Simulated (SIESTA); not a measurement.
Ti3S2:

```
Ti S
1.0
     2.71311    1.56642    3.23762
    -2.71311    1.56642    3.23762
     0.00000   -3.13283    3.23762
Ti S
3 2
Direct
  0.00000 0.33565 0.66434
  0.66434 0.00000 0.33565
  0.33565 0.66434 0.00000
  0.16784 0.16784 0.16784
  0.83216 0.83216 0.83216
```

The cell comes from a database or a generator and needn't be the stable form of this composition.

Program: SIESTA 5.4.2. Alike in all runs: task density of states; potentials or basis PseudoDojo 0.4 standard (PBEsol files), DZP (energy shift 0.003 Ry; two zetas on semicore shells); no spin polarisation; cell as given; k mesh 4 × 4 × 4; smearing fermi-dirac 0.05 eV; grid cutoff 800 Ry; energy shift 0.003 Ry; the mesh is coarse, so values aren't converged.

Question: Order these runs on this cell by their pressure, lowest first.
A. level PBEsol+U; U Ti d U = 2 eV
B. level PBEsol+U; U Ti d U = 4 eV
C. level PBEsol+U; U Ti d U = 6 eV
D. level PBEsol

Answer: D (-3.3 GPa), A (0.6 GPa), B (4.8 GPa), C (9.7 GPa).

Caveats: all runs use coarse meshes; the basis of atomic orbitals isn't converged, which shifts pressures, moduli and gaps; U without spin polarisation on a metal has little footing (some runs).
